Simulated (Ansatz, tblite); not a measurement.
# B6N7 zinc blende off sphere (B6N7H20+): spin-state energies by level

Aim: set other spin states of B6N7 zinc blende off sphere (B6N7H20+) against its singlet, on many levels of theory.

Computed with Ansatz 0.2.0, Gaussian basis. Level: as each input shows.

Plan: triplet, at the geometry of the singlet (GFN1-xTB, GFN2-xTB, PBE0-D4/def2-TZVP, PBE-D4/def2-TZVP); the singlet's energies come from earlier runs.

## Step 1: The geometry

The geometry is that of the singlet, from an earlier relaxation (r2SCAN-D4/def2-SVP).

33 atoms, charge 1, spin multiplicity 1.

Bond lengths: N1–B9 1.612 Å, N1–B10 1.576 Å, N1–H14 1.026 Å, N1–H15 1.026 Å, N2–B8 1.597 Å, N2–B11 1.597 Å, N2–H16 1.024 Å, N2–H17 1.022 Å, N3–B9 1.587 Å, N3–B12 1.587 Å, N3–H18 1.024 Å, N3–H19 1.024 Å, N4–B8 1.628 Å, N4–B9 1.542 Å, N4–B13 1.558 Å, N4–H20 1.024 Å, N5–B10 1.564 Å, N5–B13 1.626 Å and more. Angles: B9–N1–B10 115.1°, B9–N1–H14 110.3°, B9–N1–H15 108.1°, B10–N1–H14 110.6°, B10–N1–H15 109.7°, H14–N1–H15 102.2°, B8–N2–B11 121.9°, B8–N2–H16 104.3°, B8–N2–H17 110.8°, B11–N2–H16 104.3°, B11–N2–H17 110.8°, H16–N2–H17 102.5°, B9–N3–B12 114.1°, B9–N3–H18 111.4°, B9–N3–H19 108.2°, B12–N3–H18 111.4°, B12–N3–H19 108.2°, H18–N3–H19 102.8° and more.

The ion is computed in the gas phase, without counter-ions or solvent.

## Step 2: Triplet at the fixed geometry, GFN1-xTB

Tight binding, by tblite at 300 K electronic temperature and without a spin-polarisation term:

```python
tblite.interface.Calculator('GFN1-xTB', numbers, positions, charge=1, uhf=2).singlepoint()
```

Energy -1123.5848 eV; 0.061 s.

## Step 3: Triplet at the fixed geometry, GFN2-xTB

Tight binding, by tblite at 300 K electronic temperature and without a spin-polarisation term:

```python
tblite.interface.Calculator('GFN2-xTB', numbers, positions, charge=1, uhf=2).singlepoint()
```

Energy -1026.4417 eV; 0.028 s.

## Step 4: Triplet at the fixed geometry, PBE0-D4/def2-TZVP

File in.yaml:

```yaml
crystal:
  periodic: [false, false, false]
  atoms:
    - {symbol: N, position_ang: [0.496041, -2.279266, 0.404420]}
    - {symbol: N, position_ang: [-1.639631, 1.639582, -1.339945]}
    - {symbol: N, position_ang: [0.566926, -0.565942, -1.460944]}
    - {symbol: N, position_ang: [-1.300597, -0.462151, 0.221470]}
    - {symbol: N, position_ang: [0.441817, -0.442713, 2.112460]}
    - {symbol: N, position_ang: [0.461059, 1.300753, 0.222541]}
    - {symbol: N, position_ang: [2.279304, -0.494666, 0.405182]}
    - {symbol: B, position_ang: [-2.370575, 0.396521, -0.654415]}
    - {symbol: B, position_ang: [-0.441309, -1.441491, -0.603951]}
    - {symbol: B, position_ang: [1.408265, -1.407954, 1.349919]}
    - {symbol: B, position_ang: [-0.397862, 2.371037, -0.652628]}
    - {symbol: B, position_ang: [1.441260, 0.442614, -0.603064]}
    - {symbol: B, position_ang: [-0.485788, 0.484722, 1.151774]}
    - {symbol: H, position_ang: [1.060801, -2.958461, -0.116807]}
    - {symbol: H, position_ang: [-0.107555, -2.886810, 0.968950]}
    - {symbol: H, position_ang: [-2.362837, 2.362221, -1.390310]}
    - {symbol: H, position_ang: [-1.448607, 1.449668, -2.325645]}
    - {symbol: H, position_ang: [1.154429, -1.152690, -2.060973]}
    - {symbol: H, position_ang: [0.023661, -0.022980, -2.137923]}
    - {symbol: H, position_ang: [-1.962100, -1.004134, 0.784861]}
    - {symbol: H, position_ang: [-0.164451, -0.967232, 2.751863]}
    - {symbol: H, position_ang: [0.965450, 0.163613, 2.752529]}
    - {symbol: H, position_ang: [1.002496, 1.962067, 0.786687]}
    - {symbol: H, position_ang: [2.959041, -1.058755, -0.116070]}
    - {symbol: H, position_ang: [2.886300, 0.109032, 0.970205]}
    - {symbol: H, position_ang: [-2.824644, -0.330613, -1.520766]}
    - {symbol: H, position_ang: [-3.200060, 0.818569, 0.126147]}
    - {symbol: H, position_ang: [-1.071753, -2.213287, -1.292498]}
    - {symbol: H, position_ang: [2.090312, -2.089753, 2.086439]}
    - {symbol: H, position_ang: [0.329479, 2.827007, -1.517794]}
    - {symbol: H, position_ang: [-0.821337, 3.199090, 0.128694]}
    - {symbol: H, position_ang: [2.212860, 1.073991, -1.290976]}
    - {symbol: H, position_ang: [-1.180388, 1.178400, 1.860568]}
basis:
  gaussian: {orbitals: def2-TZVP, fitting: {mean_field: def2-universal-jkfit}}
total_charge: 1
magnetization: {spin_polarized: true, initial_magnetization: 2}
hamiltonian: {xc: pbe0, dispersion: d4}
scf: {omitted_lower_state_checks: [starts]}
output: {orbitals: {seedname: orbitals}}
```

Started as:

```sh
> ansatz run in.yaml --threads 2 --pin off --events-out ev --progress --plain --max-ram 22528MiB --backend cuda --devices 0, --max-vram 18GiB
```

The program printed:

```text
Functional definition: PBE0
  name "PBE0"
  cite "Adamo & Barone, J. Chem. Phys. 110, 6158 (1999) doi:10.1063/1.478522"
  cite "Perdew, Burke & Ernzerhof, Phys. Rev. Lett. 77, 3865 (1996) doi:10.1103/PhysRevLett.77.3865"
  parent pbe
  parameter a = 0.25
  parameter kappa = 0.804
  parameter beta = 0.06672455060314922
  exchange = (1 - a)*pbe_x(kappa = kappa, mu = beta*pi^2/3) + a*exact_x
  correlation = pbe_c(beta = beta)
these checks for a lower state are left out or cut short: starts
1349 factors; integrals over basis functions are off by at most 4.0e-1 eV
mean field evaluation 1: about -14761.5442 eV, gradient 9.8e1 eV
mean field evaluation 2: about -14669.6144 eV, gradient 1.8e2 eV
mean field evaluation 4: about -14796.8876 eV, gradient 2.4e1 eV
mean field evaluation 8: about -14800.9401 eV, gradient 7.3e-1 eV
mean field evaluation 16: about -14800.9582 eV, gradient 6.7e-2 eV
mean field evaluation 32: about -14800.9600 eV, gradient 8.9e-3 eV
mean field -14800.96004613 eV, -543.9252492442 hartree, gradient 9.9e-6 eV, S^2 2.004098; 0 other end points of the search recorded, 0 dependent functions left out
reference -14800.96010727 eV, -543.9252514911 hartree; 50, 48 occupied and 473, 475 virtual orbitals, 1349 factors
Total energy: -14801.99271601 eV, -543.9631991625 hartree
Checks for a lower state left out: starts
```

Wall time 8.5 s (1 × H100 (card shared with other runs) with 2 threads of AMD EPYC 7R13, shared host); peak host memory 1.2 GiB.

HOMO -4.93 eV, LUMO -11.08 eV (over both spins; with the spin held, an empty level of the minority spin lies below the top filled one); ⟨S²⟩ 2.004 (pure: 2.00).

## Step 5: Triplet at the fixed geometry, PBE-D4/def2-TZVP

start.molden holds the orbitals of an earlier run on this state, given as this run's starting guess.

Changes to in.yaml since step 4:

```diff
@@ -37,6 +37,6 @@
 basis:
-  gaussian: {orbitals: def2-TZVP, fitting: {mean_field: def2-universal-jkfit}}
+  gaussian: {orbitals: def2-TZVP, fitting: {mean_field: def2-universal-jkfit}, initial_orbitals: start.molden}
 total_charge: 1
 magnetization: {spin_polarized: true, initial_magnetization: 2}
-hamiltonian: {xc: pbe0, dispersion: d4}
+hamiltonian: {xc: pbe, dispersion: d4}
 scf: {omitted_lower_state_checks: [starts]}
```

Launched as before.

The program printed:

```text
Functional definition: PBE
  name "PBE"
  cite "Perdew, Burke & Ernzerhof, Phys. Rev. Lett. 77, 3865 (1996) doi:10.1103/PhysRevLett.77.3865"
  parent pbe
  parameter kappa = 0.804
  parameter beta = 0.06672455060314922
  exchange = pbe_x(kappa = kappa, mu = beta*pi^2/3)
  correlation = pbe_c(beta = beta)
these checks for a lower state are left out or cut short: starts
1349 factors; integrals over basis functions are off by at most 4.0e-1 eV
mean field evaluation 1: about -14799.1320 eV, gradient 1.0e1 eV
mean field evaluation 2: about -14799.4031 eV, gradient 3.5e-1 eV
mean field evaluation 4: about -14799.3588 eV, gradient 2.7e0 eV
mean field evaluation 8: about -14799.4553 eV, gradient 3.9e-2 eV
mean field evaluation 16: about -14799.4553 eV, gradient 9.0e-4 eV
mean field -14799.45530080 eV, -543.8699508732 hartree, gradient 2.8e-6 eV, S^2 2.001404; 0 other end points of the search recorded, 0 dependent functions left out
reference -14799.45538182 eV, -543.8699538508 hartree; 50, 48 occupied and 473, 475 virtual orbitals, 1349 factors
Total energy: -14800.65823124 eV, -543.9141577517 hartree
Checks for a lower state left out: starts
```

Wall time 5.5 s (1 × H100 (card shared with other runs) with 2 threads of AMD EPYC 7R13, shared host); peak host memory 1.2 GiB.

HOMO -4.91 eV, LUMO -11.06 eV (over both spins; with the spin held, an empty level of the minority spin lies below the top filled one); ⟨S²⟩ 2.001 (pure: 2.00).

## Step 6: Triplet less singlet, vertical

The singlet's energies are those of its earlier runs, whose logs aren't repeated here.

```tsv
level	triplet less singlet, vertical (eV)	time
GFN1-xTB	+7.597	0.093 s
GFN2-xTB	+9.149	0.049 s
PBE-D4/def2-TZVP	+5.677	9.2 s
PBE0-D4/def2-TZVP	+6.678	12 s
```

Times add the two runs; a level without a time comes out of a correlated run. Tight binding without a spin term can't rank spin states.

## Step 7: What came out

| quantity | value |
| --- | --- |
| triplet less singlet, vertical, functionals in def2-TZVP | +5.677 (PBE-D4) to +6.678 eV (PBE0-D4) |

**Reading.** All functionals put the triplet above the singlet, over a spread of 1.001 eV. The checks for a lower triplet were left out, so another state of that spin may lie lower. These are electronic energies, without zero-point motion, entropy or surroundings.
